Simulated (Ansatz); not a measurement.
I need a formation energy from the elements of AlN and its elements. Use the Ansatz DFT code, driven from Python. Use (first run): the functional of the input, PAW, cutoff 630 eV, 7×7×7 k-points, Fermi-Dirac smearing of 0.02 eV.

The script, `aln_formation.py`:
```python
# -*- coding: utf-8 -*-
"""Is AlN bound against its elements, after relaxing atoms and volume at fixed cell shape."""

from collections import Counter
import warnings

import ansatz as az
import numpy as np

PHASES = {
    "AlN": (
        [[0.0, 2.183994, 2.183994], [2.183994, 0.0, 2.183994], [2.183994, 2.183994, 0.0]],
        [
            ("Al", [0.0, 0.0, 0.0]),
            ("N", [0.75, 0.75, 0.75]),
        ],
    ),
    "Al": (
        [[0.0, 2.024805, 2.024805], [2.024805, 0.0, 2.024805], [2.024805, 2.024805, 0.0]],
        [
            ("Al", [0.0, 0.0, 0.0]),
        ],
    ),
    "N2": (
        [[9.0, 0.0, 0.0], [0.0, 9.5, 0.0], [0.0, 0.0, 10.0]],
        [
            ("N", [0.5, 0.5, 0.4445]),
            ("N", [0.5, 0.5, 0.5555]),
        ],
    ),
}


def build(vectors, sites):
    crystal = az.Crystal(lattice=az.Lattice.of(vectors))
    for symbol, position in sites:
        crystal = crystal.atom(symbol, position)
    return crystal

GASES = {"N2"}


def solve(name, crystal):
    calc = (
        crystal.calculation()
        .mixing("broyden")
        .basis(630)
        .functional(exchange="revpbe", correlation="pbe")
        .kpoints(spacing=0.39)
        .occupations("fermi_dirac", width=0.02)
        .stress()
    )
    if name in GASES:
        return calc.kpoints(1, 1, 1).relax(force_tolerance=0.02, max_steps=40).run(threads=1)
    calc = calc.relax(force_tolerance=0.02, max_steps=40, fix_cell=["shape"])
    return calc.run(threads=1)


def counts(outcome):
    return Counter(site.symbol for site in outcome.lattice.sites)

def formation_energy(outcome, mu):
    n = counts(outcome)
    return (outcome.report["energy_sigma0_ev"] - sum(k * mu[element] for element, k in n.items())) / sum(n.values())


def volume_per_atom(outcome):
    return abs(np.linalg.det(outcome.lattice.cell_ang)) / len(outcome.lattice.sites)

warnings.simplefilter("ignore", az.DeckWarning)

phases = {name: build(*cell) for name, cell in PHASES.items()}

done = {}
for name, crystal in phases.items():
    done[name] = solve(name, crystal)
    print(f"{name}: {done[name].report['energy_sigma0_ev']:.4f} eV, {len(done[name].lattice.sites)} atoms")

# chemical potentials of the elements at zero temperature
references = {"Al": "Al", "N": "N2"}
mu = {element: done[name].report["energy_sigma0_ev"] / len(done[name].lattice.sites) for element, name in references.items()}

target = done["AlN"]
heat = formation_energy(target, mu)
n = counts(target)
print("cell content:", dict(n), " volume", round(volume_per_atom(target), 3), "A^3/atom")
print("formation energy", round(heat, 4), "eV/atom,", round(heat * sum(n.values()), 4), "eV per cell")
print("bound against the elements" if heat < 0 else "unbound against the elements")
# gas references are bare DFT energies, without zero-point or fitted corrections
```

`python aln_formation.py` gives:
```text
AlN: -927.3693 eV, 2 atoms
Al: -539.6676 eV, 1 atoms
N2: -770.6437 eV, 2 atoms
cell content: {<Element.AL: 'Al'>: 1, <Element.N: 'N'>: 1}  volume 10.82 A^3/atom
formation energy -1.1899 eV/atom, -2.3799 eV per cell
bound against the elements
```

These settings explore the input space; cutoff and mesh may be short of convergence. For the metals among these phases the mesh is modest: differences between phases can be off by up to 40 meV an atom. The program warned that this SCF threshold is loose for forces or stresses. Atoms and volume are relaxed with the cell's shape held, which in cells of lower than cubic symmetry can hide stresses and shift volumes. The cells come from databases of deposited and of computed structures, and not all need be stable phases. The compound is the structure given, not necessarily its lowest; energies are at zero temperature, with no correction for gases. A semilocal functional's error on such energies is often 0.05 to 0.1 eV an atom, and 0.1 to 0.3 eV against gases such as O2 or F2. The script silences the warnings on its input, which a real study should read. Finished in 17 s on 1 thread of Arm Neoverse V1 (shared host), peak memory 0.81 GiB.
